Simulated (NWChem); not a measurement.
**CH5AlSeSi (SMILES C[SiH]1[AlH][Se]1): levels of theory compared**

Wanted: a comparison of 3 runs (HF/STO-3G, HF/3-21G, B3LYP/6-31G*) of CH5AlSeSi. 

Program for the calculation: NWChem 7.3.0.

**1. The structure to begin with**

CH5AlSeSi has 9 atoms, charge 0, and is taken as a singlet. As SMILES, `C[SiH]1[AlH][Se]1`. The shape is that of a PBE0-D4/def2-TZVP optimisation.

Bond lengths: C1–Si2 1.871 Å, Si2–Al3 2.335 Å, Si2–Se4 2.356 Å, Al3–Se4 2.302 Å, C1–H5 1.093 Å, C1–H6 1.091 Å, C1–H7 1.093 Å, Si2–H8 1.489 Å, Al3–H9 1.575 Å. Some angles: C1–Si2–Al3 127.2°, C1–Si2–Se4 113.5°, Al3–Si2–Se4 58.8°, Si2–Al3–Se4 61.1°, Si2–Se4–Al3 60.2°, C1–Si2–H8 109.5°, Al3–Si2–H8 122.2°, Se4–Si2–H8 110.5°, Si2–C1–H5 110.2°, Si2–C1–H6 111.0°.

**2. Energy and gradient at HF/STO-3G (run 1)**

Input file work.nw:

```
start work
memory 2200 mb
charge 0

geometry units angstroms noautosym nocenter noautoz
  C       -0.401500       1.058700      -1.073500
  Si       0.241800      -0.520300      -0.302700
  Al       0.849800      -0.858700       1.926300
  Se      -1.253300      -1.491400       1.237200
  H       -1.254800       0.842300      -1.721100
  H       -0.717400       1.767900      -0.307200
  H        0.379300       1.525300      -1.680400
  H        0.590500      -1.491800      -1.376100
  H        1.654100      -0.878200       3.280400
end

basis spherical bse
  C library STO-3G
  Si library STO-3G
  Al library STO-3G
  Se library STO-3G
  H library STO-3G
end

scf
  thresh 1e-08
  maxiter 80
  print low
end

task scf gradient
```

On the command line:

```sh
$ nwchem work.nw > work.out
```

Standard output:

```text
[...]
  functions       =    46
[...]
  wavefunction    = RHF
[...]
         Total SCF energy =  -2938.527386534243
      One-electron energy =  -4872.782344783965
      Two-electron energy =   1555.542420933914
 Nuclear repulsion energy =    378.712537315808
        Time for solution =      2.9s
[...]
                         RHF ENERGY GRADIENTS
    atom               coordinates                        gradient
                 x          y          z           x          y          z
   1 C      -0.758725   2.000653  -2.028621   -0.000871   0.000455   0.002266
   2 Si      0.456936  -0.983224  -0.572020   -0.009914   0.033218  -0.029704
   3 Al      1.605889  -1.622708   3.640179    0.018715   0.003842   0.008137
   4 Se     -2.368394  -2.818337   2.337969   -0.034938  -0.013741   0.001800
   5 H      -2.371228   1.591716  -3.252407   -0.006342  -0.005036  -0.004751
   6 H      -1.355689   3.340847  -0.580524   -0.001309   0.003019   0.007657
   7 H       0.716773   2.882399  -3.175496    0.008012   0.001308  -0.004398
   8 H       1.115883  -2.819093  -2.600452    0.007017  -0.020962  -0.021217
   9 H       3.125796  -1.659557   6.199057    0.019629  -0.002102   0.040211
 Task  times  cpu:        4.4s     wall:        4.4s
[...]
```

Run time: 5.1 s. Hardware: 1 thread of AMD EPYC 9R45 (Zen 5), shared host; peak memory 0.1 GiB.

**3. Energy and gradient at HF/3-21G (run 2)**

Input file run.nw:

```
start run
memory 2200 mb

geometry units au noautosym nocenter noautoz
  C   -0.75872504   2.00065305  -2.02862099
  Si   0.45693578  -0.98322450  -0.57202010
  Al   1.60588926  -1.62270782   3.64017943
  Se  -2.36839375  -2.81833754   2.33796916
  H   -2.37122834   1.59171631  -3.25240763
  H   -1.35568952   3.34084682  -0.58052387
  H    0.71677312   2.88239926  -3.17549578
  H    1.11588328  -2.81909343  -2.60045212
  H    3.12579598  -1.65955748   6.19905758
end

basis spherical bse
  * library 3-21G
end

scf
  thresh 1e-08
  maxiter 80
end

task scf gradient
```

On the command line:

```sh
$ nwchem run.nw > run.out
```

Standard output:

```text
[...]
  functions       =    67
[...]
  wavefunction    = RHF
[...]
         Total SCF energy =  -2957.046079776164
      One-electron energy =  -4876.173777628847
      Two-electron energy =   1540.415187675783
 Nuclear repulsion energy =    378.712510176900
        Time for solution =      3.2s
[...]
                         RHF ENERGY GRADIENTS
    atom               coordinates                        gradient
                 x          y          z           x          y          z
   1 C      -0.758725   2.000653  -2.028621    0.004844  -0.016580   0.006437
   2 Si      0.456936  -0.983225  -0.572020   -0.015030   0.002993   0.025744
   3 Al      1.605889  -1.622708   3.640179   -0.019043  -0.003155  -0.017730
   4 Se     -2.368394  -2.818338   2.337969    0.032655   0.015845  -0.011210
   5 H      -2.371228   1.591716  -3.252408   -0.004165  -0.001903  -0.003393
   6 H      -1.355690   3.340847  -0.580524   -0.000985   0.002224   0.004807
   7 H       0.716773   2.882399  -3.175496    0.004367   0.001054  -0.002780
   8 H       1.115883  -2.819093  -2.600452   -0.001562  -0.000043  -0.002379
   9 H       3.125796  -1.659557   6.199058   -0.001081  -0.000435   0.000503
[...]
```

Wall time 5.7 s (1 thread of AMD EPYC 9R45 (Zen 5), shared host); peak memory 0.1 GiB.

**4. Energy and forces at B3LYP/6-31G(d) (Cartesian functions) (run 3)**

Input file run.py:

```python
from ase import Atoms
from ase.calculators.nwchem import NWChem

system = Atoms('CSiAlSeHHHHH', positions=[
    [-0.401500, 1.058700, -1.073500],
    [0.241800, -0.520300, -0.302700],
    [0.849800, -0.858700, 1.926300],
    [-1.253300, -1.491400, 1.237200],
    [-1.254800, 0.842300, -1.721100],
    [-0.717400, 1.767900, -0.307200],
    [0.379300, 1.525300, -1.680400],
    [0.590500, -1.491800, -1.376100],
    [1.654100, -0.878200, 3.280400],
])

calc = NWChem(
    label='work',
    theory='dft',
    memory='2200 mb',
    basis='6-31G*',
    dft={'xc': 'b3lyp', 'mult': '1', 'grid': 'fine', 'convergence': 'energy 1e-08', 'iterations': '100', 'mulliken': None},
)
system.calc = calc

forces = system.get_forces()
print("Total energy (eV):", round(system.get_potential_energy(), 6))
print("forces (eV/A):")
for s, f in zip(system.symbols, forces):
    print(f"{s:2s} {f[0]:10.5f} {f[1]:10.5f} {f[2]:10.5f}")
print("dipole (e A):", system.get_dipole_moment().round(4))
```

On the command line:

```sh
$ export ASE_NWCHEM_COMMAND="nwchem PREFIX.nwi > PREFIX.nwo"
$ python run.py
```

Standard output:

```text
Total energy (eV): -80937.168331
forces (eV/A):
C    -0.03867    0.14434   -0.09868
Si    0.23649   -0.14460   -0.14023
Al    0.19988    0.02895    0.16285
Se   -0.37924   -0.20672    0.17103
H    -0.08922    0.01440   -0.07009
H    -0.03738    0.09986    0.04469
H     0.05878    0.08284   -0.06798
H     0.02417   -0.01836   -0.04165
H     0.02525   -0.00082    0.04006
dipole (e A): [ 0.3451  0.3077 -0.0936]
```

The calculator wrote work.nwi:

```
title "work"

permanent_dir work

scratch_dir work

start work

geometry units angstrom nocenter noautosym noautoz
  C  -4.0150000000000002e-01 1.0587000000000000e+00 -1.0734999999999999e+00
  Si 2.4179999999999999e-01 -5.2029999999999998e-01 -3.0270000000000002e-01
  Al 8.4980000000000000e-01 -8.5870000000000002e-01 1.9262999999999999e+00
  Se -1.2533000000000001e+00 -1.4914000000000001e+00 1.2372000000000001e+00
  H  -1.2547999999999999e+00 8.4230000000000005e-01 -1.7211000000000001e+00
  H  -7.1740000000000004e-01 1.7679000000000000e+00 -3.0719999999999997e-01
  H  3.7930000000000003e-01 1.5253000000000001e+00 -1.6803999999999999e+00
  H  5.9050000000000002e-01 -1.4918000000000000e+00 -1.3761000000000001e+00
  H  1.6540999999999999e+00 -8.7819999999999998e-01 3.2804000000000002e+00
end

memory 2200 mb

basis noprint
   * library 6-31G*
end

dft
  xc b3lyp
  mult 1
  grid fine
  convergence energy 1e-08
  iterations 100
  mulliken
end

task dft gradient
```

work.nwo:

```text
Northwest Computational Chemistry Package (NWChem) 7.3.0
             --------------------------------------------------------

           Job information
           ---------------

    nwchem branch   = 7.3.0
    use scalapack   = T
    input           = work.nwi
    prefix          = work.
    data base       = work/work.db
    status          = startup
    nproc           =        1

           Memory information
           ------------------

    heap     =     72089596 doubles =      550.0 Mbytes
    stack    =     72089601 doubles =      550.0 Mbytes
    global   =    144179200 doubles =     1100.0 Mbytes (distinct from heap & stack)
    total    =    288358397 doubles =     2200.0 Mbytes
    verify   = yes
    hardfail = no

           Directory information
           ---------------------

  0 permanent = work
  0 scratch   = work

                                NWChem Input Module
                                -------------------

                                       work
                                       ----

[... 101 lines left out ...]
  convergence criterion.
[... 17 lines left out ...]
          Convergence on gradient requested:  5.00D-04
[... 28 lines left out ...]
          Convergence aids based upon iterative change in
[... 28 lines left out ...]
 1-e energy   =   -4887.556184
[... 44 lines left out ...]
         Total DFT energy =    -2974.386099193015
[... 2 lines left out ...]
    Exchange-Corr. energy =     -134.079761649509
[... 756 lines left out ...]
          Convergence on energy requested:  1.00D-08
[... 26 lines left out ...]
          Spatial weights used:  Erf1
[... 4 lines left out ...]
          total energy or number of iterations.
[... 18 lines left out ...]
                            NWChem DFT Gradient Module
                            --------------------------

                                       work

  charge          =   0.00
  wavefunction    = closed shell

                         DFT ENERGY GRADIENTS

    atom               coordinates                        gradient
                 x          y          z           x          y          z
   1 C      -0.758725   2.000653  -2.028621    0.000752  -0.002807   0.001919
   2 Si      0.456936  -0.983224  -0.572020   -0.004599   0.002812   0.002727
   3 Al      1.605889  -1.622708   3.640179   -0.003887  -0.000563  -0.003167
[... 5 lines of this table left out ...]
   9 H       3.125796  -1.659557   6.199057   -0.000491   0.000016  -0.000779

                 ----------------------------------------
                 |  Time  |  1-e(secs)   |  2-e(secs)   |
                 ----------------------------------------
                 |  CPU   |       0.01   |      11.72   |
                 ----------------------------------------
                 |  WALL  |       0.01   |      11.72   |
                 ----------------------------------------

 Task  times  cpu:       32.7s     wall:       32.7s
 Total times  cpu:       32.8s     wall:       32.8s
```

It took 34 s on 1 thread of AMD EPYC 9R45 (Zen 5), shared host; peak memory 0.13 GiB.

**5. Overview of the runs**

```csv
run,level,Cartesian functions,iteration cap,energy (Eh),largest force (eV/Å),wall time
1,HF/STO-3G,no,80,-2938.527387,2.347,5.1 s
2,HF/3-21G,no,80,-2957.046080,1.953,5.7 s
3,B3LYP/6-31G* (Cartesian functions),yes,100,-2974.386099,0.465,34 s
```

**6. What came out**

```
                       quantity           value
            run 3: total energy  -2974.38610 Eh
           run 3: dipole moment          2.27 D
             run 3: HOMO energy        -6.18 eV
             run 3: LUMO energy        -1.82 eV
           run 3: HOMO–LUMO gap         4.36 eV
run 3: largest force on an atom      0.465 eV/Å
```

In run 1 the basis is minimal, so the values are rough. All runs together took 44 s, the longest 34 s.
